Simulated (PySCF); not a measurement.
# A gas-phase reaction: ClFGeH2O + Cl2 → Cl2FGeHO + ClH

Wanted: the reaction energy for `[OH][GeH]([F])[Cl]` + `ClCl` → `[OH][Ge]([F])([Cl])[Cl]` + `Cl`.

Computed with PySCF 2.14.0; each step states its level. No surroundings beyond the atoms listed, unless a continuum is named. Atoms count from 0, parts from 1.

## 1. The system as given

Each species was relaxed by itself at PBE0-D3(BJ)/def2-SVPD.

## 2. Energies of the species: wB97M-D3(BJ)/def2-TZVPD

Job settings and geometry (Å):

```
{"job": {"kind": "react", "xc": "wB97M-D3(BJ)", "basis": "def2-TZVPD"}, "charge": 0, "multiplicity": 1}
-1 ClFGeH2O charge 0 multiplicity 1
O      1.383750    -0.087450     0.298470
Ge    -0.368000    -0.112390     0.272670
F     -0.875820    -1.031880    -1.115720
Cl    -1.155430     1.855550    -0.065050
H      1.798500     0.301290    -0.479130
H     -0.896260    -0.750500     1.544390

-1 Cl2 charge 0 multiplicity 1
Cl     1.014680    -0.001440     0.002220
Cl    -1.014750     0.002130    -0.001880

+1 Cl2FGeHO charge 0 multiplicity 1
O      0.866050     0.104280    -1.151840
Ge    -0.081110    -0.118220     0.297800
F     -1.521920    -0.990340    -0.097300
Cl    -0.729920     1.716420     1.164200
Cl     1.071350    -1.261240     1.653360
H      0.395590     0.548740    -1.866320

+1 ClH charge 0 multiplicity 1
Cl     0.644720    -0.000530     0.002060
H     -0.643490     0.002380    -0.001280
```

With the program's defaults for keys left out, this is: wB97M-D3(BJ)/def2-TZVPD reaction energy of separated species, gas phase.

The run is started by

```console
$ OMP_NUM_THREADS=1 python cluster_run.py task.json out
```

One launch serves the whole session: the jobs run in the order shown.

The log of the run:

```text
species 1 (ClFGeH2O)
coarse grid: 29160 points
cycle   1  E = -2713.5991704479  dE = -3.286e-01  |g| = 1.087e+00  |ddm| = 1.913e+00
cycle   2  E = -2713.5500667869  dE =  4.910e-02  |g| = 1.340e+00  |ddm| = 1.281e+00
cycle   3  E = -2713.7796604745  dE = -2.296e-01  |g| = 6.298e-02  |ddm| = 6.541e-01
cycle   4  E = -2713.7803871378  dE = -7.267e-04  |g| = 3.714e-02  |ddm| = 7.108e-02
cycle   5  E = -2713.7806029054  dE = -2.158e-04  |g| = 6.580e-03  |ddm| = 2.401e-02
cycle   6  E = -2713.7806149097  dE = -1.200e-05  |g| = 2.616e-03  |ddm| = 9.024e-03
cycle   7  E = -2713.7806166258  dE = -1.716e-06  |g| = 7.046e-04  |ddm| = 3.102e-03
final grid: 58344 points
cycle   8  E = -2713.7805981528  dE = -2.960e-07  |g| = 7.091e-04  |ddm| = 1.952e-03
cycle   9  E = -2713.7805981470  dE =  5.781e-09  |g| = 8.589e-04  |ddm| = 7.280e-04
cycle  10  E = -2713.7805982483  dE = -1.013e-07  |g| = 5.392e-05  |ddm| = 3.677e-04
cycle  11  E = -2713.7805982508  dE = -2.427e-09  |g| = 2.968e-05  |ddm| = 1.271e-04
cycle  12  E = -2713.7805982511  dE = -3.674e-10  |g| = 7.928e-06  |ddm| = 4.547e-05
converged SCF energy = -2713.7805982511

species 2 (Cl2)
coarse grid: 12632 points
cycle   1  E = -920.4762354066  dE =  6.389e-02  |g| = 2.472e-01  |ddm| = 1.180e+00
cycle   2  E = -920.4854155142  dE = -9.180e-03  |g| = 1.551e-01  |ddm| = 2.411e-01
cycle   3  E = -920.4902183042  dE = -4.803e-03  |g| = 1.247e-02  |ddm| = 9.692e-02
cycle   4  E = -920.4902877216  dE = -6.942e-05  |g| = 2.486e-03  |ddm| = 1.204e-02
cycle   5  E = -920.4902920775  dE = -4.356e-06  |g| = 2.986e-04  |ddm| = 3.875e-03
final grid: 23496 points
cycle   6  E = -920.4902480604  dE = -4.836e-08  |g| = 9.176e-05  |ddm| = 4.988e-04
cycle   7  E = -920.4902480640  dE = -3.532e-09  |g| = 4.785e-05  |ddm| = 1.124e-04
cycle   8  E = -920.4902480646  dE = -6.229e-10  |g| = 1.458e-05  |ddm| = 4.216e-05
converged SCF energy = -920.4902480646

species 3 (Cl2FGeHO)
coarse grid: 33000 points
cycle   1  E = -3173.2962357586  dE = -9.162e-02  |g| = 1.119e+00  |ddm| = 2.049e+00
cycle   2  E = -3173.2485823720  dE =  4.765e-02  |g| = 1.376e+00  |ddm| = 1.383e+00
cycle   3  E = -3173.4902262245  dE = -2.416e-01  |g| = 6.246e-02  |ddm| = 6.999e-01
cycle   4  E = -3173.4909327127  dE = -7.065e-04  |g| = 3.855e-02  |ddm| = 7.109e-02
cycle   5  E = -3173.4911761835  dE = -2.435e-04  |g| = 6.557e-03  |ddm| = 2.282e-02
cycle   6  E = -3173.4911867099  dE = -1.053e-05  |g| = 2.459e-03  |ddm| = 7.479e-03
cycle   7  E = -3173.4911880310  dE = -1.321e-06  |g| = 6.526e-04  |ddm| = 2.471e-03
final grid: 64720 points
cycle   8  E = -3173.4910023586  dE = -2.774e-07  |g| = 6.732e-04  |ddm| = 2.615e-03
cycle   9  E = -3173.4910023459  dE =  1.273e-08  |g| = 8.125e-04  |ddm| = 7.512e-04
cycle  10  E = -3173.4910024372  dE = -9.137e-08  |g| = 4.930e-05  |ddm| = 3.625e-04
cycle  11  E = -3173.4910024383  dE = -1.085e-09  |g| = 2.536e-05  |ddm| = 7.330e-05
cycle  12  E = -3173.4910024386  dE = -3.092e-10  |g| = 8.648e-06  |ddm| = 3.965e-05
converged SCF energy = -3173.4910024386

species 4 (ClH)
coarse grid: 8792 points
cycle   1  E = -460.8503332086  dE = -8.165e-02  |g| = 2.169e-01  |ddm| = 7.239e-01
cycle   2  E = -460.8625127324  dE = -1.218e-02  |g| = 1.397e-01  |ddm| = 2.651e-01
cycle   3  E = -460.8670521291  dE = -4.539e-03  |g| = 1.358e-02  |ddm| = 9.818e-02
cycle   4  E = -460.8670932120  dE = -4.108e-05  |g| = 3.364e-03  |ddm| = 9.545e-03
cycle   5  E = -460.8670994604  dE = -6.248e-06  |g| = 8.516e-04  |ddm| = 3.915e-03
final grid: 17120 points
cycle   6  E = -460.8670682266  dE = -3.716e-07  |g| = 3.676e-04  |ddm| = 8.894e-04
cycle   7  E = -460.8670682729  dE = -4.628e-08  |g| = 1.618e-04  |ddm| = 3.981e-04
cycle   8  E = -460.8670682795  dE = -6.575e-09  |g| = 4.221e-05  |ddm| = 1.295e-04
cycle   9  E = -460.8670682808  dE = -1.315e-09  |g| = 3.978e-06  |ddm| = 6.532e-05
cycle  10  E = -460.8670682808  dE = -2.842e-12  |g| = 8.167e-07  |ddm| = 3.315e-06
converged SCF energy = -460.8670682808

Reaction energy = -55.144 kcal/mol
```

It took 38 s on 1 thread of Arm Neoverse V1, shared host; peak memory 0.79 GiB.

Species by species (with the dispersion term, which the log's SCF energies lack):

| ν | species | energy (Eh) | HOMO (eV) |
| --- | --- | --- | --- |
| -1 | [OH][GeH]([F])[Cl] | -2713.78546 | -11.95 |
| -1 | ClCl | -920.49147 | -11.18 |
| +1 | [OH][Ge]([F])([Cl])[Cl] | -3173.49719 | -12.15 |
| +1 | Cl | -460.86761 | -11.93 |

## 3. Reaction energy: PBE0-D3(BJ)/def2-TZVPD

Settings changed since step 2:

```diff
@@ -1,2 +1,2 @@
-{"job": {"kind": "react", "xc": "wB97M-D3(BJ)", "basis": "def2-TZVPD"}, "charge": 0, "multiplicity": 1}
+{"job": {"kind": "react", "xc": "PBE0", "basis": "def2-TZVPD", "disp": "d3bj"}, "charge": 0, "multiplicity": 1}
 -1 ClFGeH2O charge 0 multiplicity 1
```

Method: PBE0-D3(BJ)/def2-TZVPD reaction energy of separated species, gas phase.

The log of the run:

```text
species 1 (ClFGeH2O)
coarse grid: 29160 points
cycle   1  E = -2712.9030875019  dE = -2.325e-01  |g| = 1.158e+00  |ddm| = 1.952e+00
cycle   2  E = -2712.5396875241  dE =  3.634e-01  |g| = 1.922e+00  |ddm| = 1.692e+00
cycle   3  E = -2713.0890250566  dE = -5.493e-01  |g| = 1.611e-01  |ddm| = 1.130e+00
cycle   4  E = -2713.0930109540  dE = -3.986e-03  |g| = 6.429e-02  |ddm| = 1.405e-01
cycle   5  E = -2713.0935720153  dE = -5.611e-04  |g| = 1.306e-02  |ddm| = 3.917e-02
cycle   6  E = -2713.0935971507  dE = -2.514e-05  |g| = 6.687e-03  |ddm| = 1.053e-02
cycle   7  E = -2713.0936043812  dE = -7.231e-06  |g| = 1.413e-03  |ddm| = 3.815e-03
final grid: 58344 points
cycle   8  E = -2713.0936801930  dE =  1.025e-07  |g| = 1.935e-03  |ddm| = 2.114e-03
cycle   9  E = -2713.0936794778  dE =  7.151e-07  |g| = 2.908e-03  |ddm| = 2.621e-03
cycle  10  E = -2713.0936808391  dE = -1.361e-06  |g| = 2.763e-04  |ddm| = 1.543e-03
cycle  11  E = -2713.0936808536  dE = -1.455e-08  |g| = 4.426e-05  |ddm| = 1.722e-04
cycle  12  E = -2713.0936808539  dE = -2.465e-10  |g| = 7.146e-06  |ddm| = 3.074e-05
converged SCF energy = -2713.0936808539

species 2 (Cl2)
coarse grid: 3248 points
cycle   1  E = -920.0848702382  dE =  1.015e-01  |g| = 1.608e-01  |ddm| = 1.191e+00
cycle   2  E = -920.0872206855  dE = -2.350e-03  |g| = 8.739e-02  |ddm| = 1.235e-01
cycle   3  E = -920.0886036289  dE = -1.383e-03  |g| = 3.229e-02  |ddm| = 7.028e-02
cycle   4  E = -920.0888547555  dE = -2.511e-04  |g| = 5.428e-04  |ddm| = 2.039e-02
cycle   5  E = -920.0888548649  dE = -1.093e-07  |g| = 2.230e-04  |ddm| = 9.351e-04
final grid: 23496 points
cycle   6  E = -920.0901491443  dE = -8.697e-06  |g| = 2.709e-03  |ddm| = 7.415e-03
cycle   7  E = -920.0901495774  dE = -4.331e-07  |g| = 1.503e-03  |ddm| = 3.010e-03
cycle   8  E = -920.0901498161  dE = -2.387e-07  |g| = 1.098e-04  |ddm| = 1.206e-03
cycle   9  E = -920.0901498186  dE = -2.563e-09  |g| = 4.180e-05  |ddm| = 9.847e-05
cycle  10  E = -920.0901498190  dE = -3.972e-10  |g| = 3.007e-06  |ddm| = 2.417e-05
converged SCF energy = -920.0901498190

species 3 (Cl2FGeHO)
coarse grid: 33000 points
cycle   1  E = -3172.4060141722  dE = -1.552e-02  |g| = 1.183e+00  |ddm| = 2.108e+00
cycle   2  E = -3172.0454810727  dE =  3.605e-01  |g| = 1.949e+00  |ddm| = 1.813e+00
cycle   3  E = -3172.6009517871  dE = -5.555e-01  |g| = 1.542e-01  |ddm| = 1.208e+00
cycle   4  E = -3172.6045535147  dE = -3.602e-03  |g| = 7.142e-02  |ddm| = 1.409e-01
cycle   5  E = -3172.6052609876  dE = -7.075e-04  |g| = 1.477e-02  |ddm| = 4.245e-02
cycle   6  E = -3172.6053020939  dE = -4.111e-05  |g| = 6.026e-03  |ddm| = 1.242e-02
cycle   7  E = -3172.6053081400  dE = -6.046e-06  |g| = 1.898e-03  |ddm| = 3.816e-03
final grid: 64720 points
cycle   8  E = -3172.6052651533  dE =  5.780e-07  |g| = 2.886e-03  |ddm| = 3.481e-03
cycle   9  E = -3172.6052629620  dE =  2.191e-06  |g| = 4.714e-03  |ddm| = 3.998e-03
cycle  10  E = -3172.6052665277  dE = -3.566e-06  |g| = 3.035e-04  |ddm| = 2.473e-03
cycle  11  E = -3172.6052665458  dE = -1.813e-08  |g| = 5.219e-05  |ddm| = 1.998e-04
cycle  12  E = -3172.6052665463  dE = -4.184e-10  |g| = 7.446e-06  |ddm| = 3.977e-05
converged SCF energy = -3172.6052665463

species 4 (ClH)
coarse grid: 2248 points
cycle   1  E = -460.6537842256  dE = -4.644e-02  |g| = 1.882e-01  |ddm| = 7.411e-01
cycle   2  E = -460.6558529885  dE = -2.069e-03  |g| = 1.902e-01  |ddm| = 3.151e-01
cycle   3  E = -460.6653817110  dE = -9.529e-03  |g| = 1.506e-02  |ddm| = 1.513e-01
cycle   4  E = -460.6654037681  dE = -2.206e-05  |g| = 2.693e-03  |ddm| = 7.323e-03
cycle   5  E = -460.6654053159  dE = -1.548e-06  |g| = 1.111e-03  |ddm| = 2.553e-03
final grid: 17120 points
cycle   6  E = -460.6658903375  dE = -4.429e-06  |g| = 2.164e-03  |ddm| = 7.339e-03
cycle   7  E = -460.6658903671  dE = -2.957e-08  |g| = 1.795e-03  |ddm| = 2.512e-03
cycle   8  E = -460.6658909846  dE = -6.175e-07  |g| = 1.533e-04  |ddm| = 1.363e-03
cycle   9  E = -460.6658909915  dE = -6.902e-09  |g| = 2.148e-05  |ddm| = 1.086e-04
cycle  10  E = -460.6658909916  dE = -1.016e-10  |g| = 4.933e-06  |ddm| = 1.682e-05
converged SCF energy = -460.6658909916

Reaction energy = -55.362 kcal/mol
```

It took 20 s on 1 thread of Arm Neoverse V1, shared host; peak memory 0.72 GiB.

Reaction energy at this level: -55.36 kcal/mol.

## 4. Comparing the runs

Energies in kcal/mol, with wall time:

| run | reaction | time |
| --- | --- | --- |
| wB97M-D3(BJ)/def2-TZVPD | -55.14 | 38 s |
| PBE0-D3(BJ)/def2-TZVPD | -55.36 | 20 s |

## 5. Results

```
                                                quantity                      value
               reaction energy (wB97M-D3(BJ)/def2-TZVPD)            -55.14 kcal/mol
                     ΔH, ΔG at 298 K (xTB thermal terms)      -55.3, -55.2 kcal/mol
range of the reaction energy over the runs of this table  -55.36 to -55.14 kcal/mol
```

**Reading.** The reaction is exothermic by 55.3 kcal/mol in the gas phase; dispersion gives -0.41, and xTB itself gave -36.38 for the electronic energy (xTB energies and thermal terms come from the earlier relaxation of each species, not shown). No barrier was sought. xTB and this level differ widely in the electronic energy, so what comes from xTB (the thermal terms above all) is less safe here. The reaction energy runs from -55.36 (PBE0-D3(BJ)/def2-TZVPD) to -55.14 kcal/mol (wB97M-D3(BJ)/def2-TZVPD).
